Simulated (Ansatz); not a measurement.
TiO2, space group I4_1/amd: a convergence test of the k-point mesh, run with Ansatz's Python interface.

The script, `kconv_tio2.py`:
```python
import ansatz
import pandas as pd

SETTINGS = {
    "functional": "lda",
    "filling": "cold",
    "sigma": 0.02,
    "scf_tol": 1e-10,
}


def main() -> None:
    cell = (
        ansatz.Lattice.of((-1.8921, 1.8921, 4.7573), (1.8921, -1.8921, 4.7573), (1.8921, 1.8921, -4.7573))
        .atom("Ti", (0.0, 0.0, 0.0))
        .atom("Ti", (0.75, 0.25, 0.5))
        .atom("O", (0.2081, 0.2081, 0.0))
        .atom("O", (0.9581, 0.4581, 0.5))
        .atom("O", (0.5419, 0.0419, 0.5))
        .atom("O", (0.7919, 0.7919, 0.0))
    )

    calculation = (
        cell.calculation()
        .functional(SETTINGS["functional"])
        .pseudopotentials("paw")
        .occupations(SETTINGS["filling"], width=SETTINGS["sigma"])
        .scf(tolerance=SETTINGS["scf_tol"])
    )

    rows = []
    for value in [0.8, 0.6, 0.5, 0.4, 0.33]:
        data = calculation.kpoints(spacing=value).run(threads=1, backend="cpu").report
        rows.append((value, data["free_energy_ev"] / len(data["lattice"]["sites"]), data["n_iterations"], data["n_kpoints"]))

    table = pd.DataFrame(rows, columns=["spacing (1/A)", "F/atom (eV)", "iterations", "k-points"])
    print(table.round(5).to_string(index=False))

    for row in rows[:-1]:
        shift = 1000 * (row[1] - rows[-1][1])
        print(f"{row[0]}: {shift:+.2f} meV/atom" + ("  (within 2 meV)" if abs(shift) < 2 else ""))


if __name__ == "__main__":
    main()
```

From which mesh on is the energy per atom within 2 meV of the last row, and how does it get there?

From a spacing of 0.6 (4×4×4) on it stays within 2 meV an atom of the value at a spacing of 0.33 (8×8×8); the first row (a spacing of 0.8 (3×3×3)) is off by 2.7 meV and the last but one by 0.04 meV. It goes up and down, since the sum over k-points isn't variational.

What the script printed:

Output of `python kconv_tio2.py`:
```text
DeckWarning: basis.ecutwfc = 420 eV, auto-derived from the records' recommended cutoffs: set by Ti (normal level)
 spacing (1/A)  F/atom (eV)  iterations  k-points
          0.80  -1188.40619           9         6
          0.60  -1188.40257           8        13
          0.50  -1188.40339           9        18
          0.40  -1188.40358           9        30
          0.33  -1188.40354           9        59
0.8: -2.66 meV/atom
0.6: +0.97 meV/atom  (within 2 meV)
0.5: +0.14 meV/atom  (within 2 meV)
0.4: -0.04 meV/atom  (within 2 meV)
```
(Warnings from the package without file and line.)

Spin is left out of this run. The starting cell is as deposited in a crystallographic database; the results hold for this polymorph, which needn't be the stable one. Shifts are counted from the finest mesh, which is itself no proven limit. Finished in 15 s on 1 thread of Arm Neoverse V1 (shared host), peak memory 0.47 GiB.
